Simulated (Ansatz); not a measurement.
# Ti3Sn (P6_3/mmc): cell relaxations under several functionals, by script

Aim: cell relaxations under several functionals, for Ti3Sn (P6_3/mmc), run from a script.

All numbers are computed with the Python package of Ansatz 0.2.0. The levels of theory stand in the script.

## Step 1: The system

It takes space group P6_3/mmc (No. 194, hexagonal). Conventional cell: a = 5.912 Å, b = 5.912 Å, c = 4.756 Å, α = 90.00°, β = 90.00°, γ = 120.00°. Around Ti (site symmetry mm2) lie 8 Ti at 2.91 to 3.00 Å and 4 Sn at 2.94 to 2.96 Å. Around Sn (site symmetry -6m2) lie 12 Ti at 2.94 to 2.96 Å.

ti3sn.cif, read by the script:

```cif
data_Ti3Sn
_cell_length_a 5.912182
_cell_length_b 5.912182
_cell_length_c 4.756222
_cell_angle_alpha 90.00000
_cell_angle_beta 90.00000
_cell_angle_gamma 120.00000
_symmetry_space_group_name_H-M 'P 1'
_symmetry_Int_Tables_number 1
loop_
_symmetry_equiv_pos_as_xyz
'x, y, z'
loop_
_atom_site_label
_atom_site_type_symbol
_atom_site_fract_x
_atom_site_fract_y
_atom_site_fract_z
Ti1 Ti    0.164251    0.328502    0.750000
Ti2 Ti    0.671498    0.835749    0.750000
Ti3 Ti    0.164251    0.835749    0.750000
Ti4 Ti    0.835749    0.671498    0.250000
Ti5 Ti    0.328502    0.164251    0.250000
Ti6 Ti    0.835749    0.164251    0.250000
Sn7 Sn    0.666667    0.333333    0.750000
Sn8 Sn    0.333333    0.666667    0.250000
```

## Step 2: The code

File ti3sn_lattice.py:

```python
"""How the lattice of Ti3Sn depends on the functional."""

import ansatz as az
from ase.io import read
import numpy as np

config = {
    "filling": "fermi_dirac",
    "width_ev": 0.05,
    "force_tol": 0.005,
}

def edges_and_angles(cell):
    cell = np.asarray(cell)
    a, b, c = np.linalg.norm(cell, axis=1)
    cosines = cell[1] @ cell[2] / (b * c), cell[0] @ cell[2] / (a * c), cell[0] @ cell[1] / (a * b)
    return (a, b, c, *np.degrees(np.arccos(cosines)))

atoms = read("ti3sn.cif")
crystal = az.Crystal.from_ase(atoms)

setup = (
    crystal.calculation()
    .kpoints(6)  # the mesh must be finer for metals
    .occupations(config["filling"], width=config["width_ev"])  # smearing steadies the SCF of a metal
    .relax(cell=True, force_tolerance=config["force_tol"])  # relax until the tolerances are met
)

levels = [("pbesol", "d3bj"), ("blyp", "d3bj"), ("pbesol", "none")]
print("level            a       b       c    alpha   beta  gamma  V/atom  steps")
for name, dispersion in levels:
    seen = []
    run = setup.functional(name, dispersion=dispersion).session().plan()
    result = run.execute(on_event=lambda e: seen.append(e) if e["event"] == "relax_step" else None)
    cell = result.lattice.cell_ang
    label = name if dispersion == "none" else f"{name}+{dispersion}"
    print("{:13s} {:7.4f} {:7.4f} {:7.4f} {:6.2f} {:6.2f} {:6.2f}".format(label, *edges_and_angles(cell)), f"{abs(np.linalg.det(cell)) / len(result.lattice.sites):7.3f} {len(seen):5d}")
```

## Step 3: The input behind the calls

The package turns the script's settings into the engine's input (first run):

```yaml
crystal:
  lattice:
    - [5.912182, 0.0, 0.0]
    - [-2.9560909999999985, 5.12009980379709, 0.0]
    - [0.0, 0.0, 4.756222]
  atoms:
    - { symbol: Ti, position: [0.164251, 0.328502, 0.75] }
    - { symbol: Ti, position: [0.671498, 0.8357489999999999, 0.75] }
    - { symbol: Ti, position: [0.16425099999999998, 0.8357489999999999, 0.75] }
    - { symbol: Ti, position: [0.835749, 0.671498, 0.25] }
    - { symbol: Ti, position: [0.328502, 0.164251, 0.25] }
    - { symbol: Ti, position: [0.835749, 0.164251, 0.25] }
    - { symbol: Sn, position: [0.666667, 0.333333, 0.75] }
    - { symbol: Sn, position: [0.33333299999999993, 0.6666669999999999, 0.25] }
kpoints:
  mp_grid:
    grid: [6, 6, 6]
hamiltonian:
  xc: pbesol
  dispersion: d3bj
scf:
  occupations:
    method: fermi_dirac
    width: 0.05
relax:
  f_tol: 0.005
  cell: {}
```

## Step 4: Running it

On the command line:

```
$ python ti3sn_lattice.py
```

The program printed:

```text
level            a       b       c    alpha   beta  gamma  V/atom  steps
DeckWarning: the atoms were moved onto the symmetric positions of the space group found under crystal.symmetry.tolerance 1.0e-5 (fractional; no operation is sought that the atoms, as they stand in a round, miss by more than twice it, and no atom is moved by as much as it), and the run uses the moved positions. Before a round's move an operation carried an atom to 5.91e-6 Å from where it should land, the largest such distance. Atom 6 (counting from 0) moved farthest, by 3.41e-6 Å; the longest move in fractions of the cell, of whichever atom, is 0.04 of the tolerance, in 1 round. To run the atoms as typed, lower crystal.symmetry.tolerance until the operations that they miss are no longer [...]
DeckWarning: basis.ecutwfc = 420 eV, auto-derived from the records' recommended cutoffs: set by Ti (normal level)
pbesol+d3bj    5.7499  5.7499  4.6387  90.00  90.00 120.00  16.602     6
blyp+d3bj      5.7500  5.7500  4.6559  90.00  90.00 120.00  16.664     6
pbesol         5.8386  5.8386  4.7027  90.00  90.00 120.00  17.354     5
```

(Warnings from the package without file and line, shortened.)

It took 3.2 min on 1 thread of Arm Neoverse V2, shared host; peak memory 0.66 GiB.

## Step 5: Inputs of later runs

The engine's inputs for the other runs:

Run 2, against run 1:

```diff
@@ -19 +19 @@
-  xc: pbesol
+  xc: blyp
```

Run 3, against run 1:

```diff
@@ -20 +20 @@
-  dispersion: d3bj
+  dispersion: none
```

Lines on the test bed's own set-up are left out of the output.

A comment line of the script is reworded here; the code is as run.

## Step 6: The runs side by side

From the records of these 3 runs:

```tsv
run	functional	dispersion	energy (eV/atom)	final volume (Å³/atom)	pressure (GPa)	SCF cycles in all	CPU time (s)
1	pbesol	d3bj	-3343.8364	16.60	0.01	37	64
2	blyp	d3bj	-3391.1688	16.66	-0.01	37	66
3	pbesol	none	-3343.2196	17.35	0.03	37	59
```

Energies are free energies F = E - TS of the smeared occupations. Totals under unlike functionals or potentials can't be compared directly.

## Step 7: Path of the relaxation of run 1

Relaxation path:

```csv
step,E - E(step 1) (eV/cell),largest force component (eV/Å),pressure (GPa),volume (Å³)
1,0.0000,0.0365,-9.50,143.98
2,-0.0912,0.0641,10.51,124.26
3,-0.3523,0.0015,-1.10,133.89
4,-0.3562,0.0006,-0.10,132.91
5,-0.3562,0.0001,0.00,132.81
6,-0.3541,0.0000,0.01,132.81
```

Step 1 is the start. Step 6 repeats the geometry before it on a plane-wave basis chosen anew for that cell, so its energy need not be comparable with the rows above.

|  | before | after | change |
| --- | --- | --- | --- |
| a (Å) | 5.912 | 5.750 | -2.7 % |
| b (Å) | 5.912 | 5.750 | -2.7 % |
| c (Å) | 4.756 | 4.639 | -2.5 % |
| volume (Å³/atom) | 18.00 | 16.60 | -7.8 % |
| shortest distance (Å) | 2.913 | 2.832 | -2.8 % |
| space group (0.01 Å) | P6_3/mmc | P6_3/mmc | same |

Forces and stress were held to the start's 24 operations: a distortion of lower symmetry was not tested.

## Step 8: The relaxation of run 3, step by step

The steps of the relaxation:

| step | energy from step 1 (eV/cell) | largest force component (eV/Å) | pressure (GPa) | volume (Å³) |
| --- | --- | --- | --- | --- |
| 1 | 0.0000 | 0.0375 | -4.25 | 143.98 |
| 2 | 0.1766 | 0.0306 | 9.50 | 130.00 |
| 3 | -0.0702 | 0.0092 | -0.45 | 139.36 |
| 4 | -0.0710 | 0.0018 | 0.03 | 138.84 |
| 5 | -0.0701 | 0.0019 | 0.03 | 138.84 |

Step 1 is the start. Step 5 repeats the geometry before it on a plane-wave basis chosen anew for that cell, so its energy need not be comparable with the rows above. Step 2 was tried and not accepted.

|  | before | after | change |
| --- | --- | --- | --- |
| a (Å) | 5.912 | 5.839 | -1.2 % |
| b (Å) | 5.912 | 5.839 | -1.2 % |
| c (Å) | 4.756 | 4.703 | -1.1 % |
| volume (Å³/atom) | 18.00 | 17.35 | -3.6 % |
| shortest distance (Å) | 2.913 | 2.873 | -1.4 % |
| space group (0.01 Å) | P6_3/mmc | P6_3/mmc | same |

The run keeps the 24 symmetry operations of the start, so it could not have lowered the symmetry.

## Step 9: What came out

| quantity | value |
| --- | --- |
| runs compared | 3 |
| relaxed volume | 16.60 (pbesol d3bj) to 17.35 Å³/atom (pbesol) |

In words: From smallest to largest: PBEsol+D3BJ (16.60 Å³ an atom, -7.8 % against the start), BLYP+D3BJ (16.66 Å³ an atom, -7.4 % against the start) and PBEsol (17.35 Å³ an atom, -3.6 % against the start). The spread is 4.5 % in volume. In run 1, over 4 moves the cell shrank by 7.8 % in volume, and the space group stayed P6_3/mmc. In run 3, over 2 moves the cell shrank by 3.6 % in volume, and the space group stayed P6_3/mmc. What to keep in mind:
- BLYP and dispersion corrections can be off by several per cent in the lattices of metals, and by several GPa in the pressure at a fixed cell.
- The mesh is modest for a metal, so energies can be off by several to tens of meV an atom and pressures by half a GPa or more; differences at equal mesh fare better.
- The structure comes from a database of computed cells and needn't be a stable or known phase.
